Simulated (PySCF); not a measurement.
Crystal: LiH (HLi), in a box.

```
CELL_PARAMETERS angstrom
9.00000 0.00000 0.00000
0.00000 9.00000 0.00000
0.00000 0.00000 11.00000
ATOMIC_POSITIONS crystal
Li 0.50144 0.50233 0.43056
H 0.50144 0.50233 0.57562
```

Base run:

| Property | Result |
| --- | --- |
| Program | PySCF 2.14.0 |
| Functional | HSE03 |
| Dispersion | D4 |
| Potentials or basis | pob-tzvp-rev2 (all-electron) |
| k mesh | 1 × 1 × 1 |
| Occupations | fixed |
| Spin | no spin polarisation |

Its results: gap between the frontier levels 4.88 eV.

Problem. The run is repeated on the same cell with these changes: functional from HSE03 to PW91. What comes out?

Solution. Gap between the frontier levels 3.28 eV.

HSE03 gives the wider gap, since exact exchange removes part of the self-interaction.

Caveats: this is a molecule in a periodic box at the Γ point, so its band gap is the HOMO-LUMO gap; the basis of atomic orbitals isn't converged, which shifts pressures, moduli and gaps; this basis is made for solids and lacks diffuse functions, so gaps of a molecule come out too wide by an eV or more; this program's HSE differs a little from the usual definition (some runs).

A k mesh can miss the band edges.

Not every run made on this cell is shown here.
